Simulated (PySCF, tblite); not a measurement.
**C₅H₄NPS: geometry, infrared bands and NMR shifts**

Aim: predict the infrared bands and NMR shifts of C₅H₄NPS (`Cc1scpc1C#N`).

Programs: tblite 0.8.0 and PySCF 2.14.0, with density-fitted response routines of our own. Each step states its level of theory. These are calculated values for one molecule in the gas phase, unless marked as measured. Atoms are numbered from 0 throughout.

### 1 Starting geometry

12 atoms, charge 0, multiplicity 1; geometry from: force field or distance geometry start.

Bonds of the start (Å): C0–C1 1.47, C1–S2 1.76, S2–C3 1.59, C3–P4 1.89, P4–C5 1.88, C5–C6 1.42, C6–N7 1.15, C5–C1 1.39, C0–H8 1.13, C0–H9 1.12, C0–H10 1.11, C3–H11 1.07.

### 2 Geometry optimisation with GFN2-xTB

What the job is given:

```
{"job": {"kind": "relax", "xc": "GFN2-xTB", "basis": "xTB"}, "charge": 0, "multiplicity": 1}
C     -1.486100    -1.047900     0.037400
C     -0.100200    -0.555300     0.019300
S      1.522300    -1.226900     0.056600
C      2.765400    -0.238000     0.018900
P      1.703100     1.324000    -0.015000
C     -0.110900     0.833000    -0.015200
C     -0.911400     2.010000    -0.053500
N     -1.573500     2.947700    -0.075000
H     -2.136600    -0.411900    -0.629600
H     -1.533600    -2.056500    -0.458400
H     -1.942600    -1.097900     1.049500
H      3.805300    -0.481000     0.038800
```

Command:

```sh
OMP_NUM_THREADS=1 python probes_run.py task.json out
```

This one command runs all jobs of the session in turn.

**Question.** This job is followed by: GFN2-xTB harmonic vibrations, gas phase; GIAO PBE0/pcSseg-1 NMR shielding, non-relativistic, gas phase. What will the session give for the following? strongest single infrared mode (GFN2-xTB); zero-point energy (GFN2-xTB); 13C shifts against TMS (PBE0/pcSseg-1); 1H shifts against TMS (PBE0/pcSseg-1, means over atoms taken as alike); 33S shifts against CS2 (PBE0/pcSseg-1); 31P shifts against H3PO4 (PBE0/pcSseg-1); 15N shifts against NH3 (PBE0/pcSseg-1).

**Answer**, as computed:

| quantity | value |
| --- | --- |
| strongest single infrared mode (GFN2-xTB) | 2360 cm⁻¹, 290 km/mol |
| zero-point energy (GFN2-xTB) | 47.3 kcal/mol |
| 13C shifts against TMS (PBE0/pcSseg-1) | 175.9, 168.8, 133.3, 120.3, 19.2 ppm |
| 1H shifts against TMS (PBE0/pcSseg-1, means over atoms taken as alike) | 8.53, 3.03 ppm |
| 33S shifts against CS2 (PBE0/pcSseg-1) | 348 ppm |
| 31P shifts against H3PO4 (PBE0/pcSseg-1) | 262.2 ppm |
| 15N shifts against NH3 (PBE0/pcSseg-1) | 327.9 ppm |

**Reading.** The optimisation took 37 steps and gained 3.126 eV; among the close pairs (by a distance rule), C3–P4 changed most, from 1.889 to 1.701 Å. The lowest mode is slightly imaginary (8i cm⁻¹), a soft motion within the noise of the Hessian, so the minimum is not strictly shown. The strongest single mode, at 2360 cm⁻¹, moves mainly C6 and N7. GFN2-xTB is a fitted tight-binding method: band positions and strengths are rough. Its intensities can rank the bands wrongly. At PBE0/pcSseg-1: The widest tensor belongs to P4: span 562 ppm, with a paramagnetic part of -910 ppm. NICS(1)zz of -23 ppm above the planar ring from C1 marks a diatropic (aromatic) ring current.
